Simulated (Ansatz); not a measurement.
Consider a test of scalar relativity of Br2 (the Ansatz DFT code, driven from Python).

The script, `br2.py`:
```python
"""Scalar relativity in Br2."""

import ansatz
import numpy as np

GEOMETRY = """
Br    0.97312   -0.32544    0.49859
Br   -0.97312    0.32544   -0.49859
"""


def main() -> None:
    br2 = ansatz.Crystal.molecule()
    for line in GEOMETRY.strip().splitlines():
        symbol, *xyz = line.split()
        br2 = br2.atom(symbol, [float(v) for v in xyz])

    base = br2.calculation().functional("PBE").forces()
    # a set contracted for a scalar-relativistic Hamiltonian goes with the relativistic run
    sets = {"none": "cc-pVTZ", "scalar": "cc-pVTZ-DK"}
    found = {kind: base.basis(gaussian=basis).pseudopotentials(relativity=kind).run(threads=1).report for kind, basis in sets.items()}
    for kind, each in found.items():
        dipole = 4.803205 * np.linalg.norm(each["charge_distribution"]["dipole_moment_e_ang"])
        print(f"{kind:7s} E = {each['free_energy_ev']:.4f} eV  dipole {dipole:.3f} D  largest force component {np.abs(each['forces_ev_ang']).max():.4f} eV/A")
    print(f"relativity lowers the total energy by {found['none']['free_energy_ev'] - found['scalar']['free_energy_ev']:.3f} eV")


if __name__ == "__main__":
    main()
```

What does scalar relativity change in the total energy and in the dipole?

The total moves by -1748.0 eV, nearly all in the cores, and the dipole from 0.00 to 0.00 D.

What the script printed:

Output of `python br2.py`:
```text
none    E = -140074.0126 eV  dipole 0.000 D  largest force component 0.3689 eV/A
scalar  E = -141821.9840 eV  dipole 0.000 D  largest force component 0.3386 eV/A
relativity lowers the total energy by 1747.971 eV
```

Caveats:
- The settings weren't tested for convergence.
- The geometry is a force-field or estimated start, not a minimum of this method. The basis set changes with the Hamiltonian (a set recontracted for scalar relativity), and most of the change in the total lies in the cores.
- It ran for 3.8 s on 1 thread of Arm Neoverse V1, with other jobs on the host, peak memory 0.19 GiB.
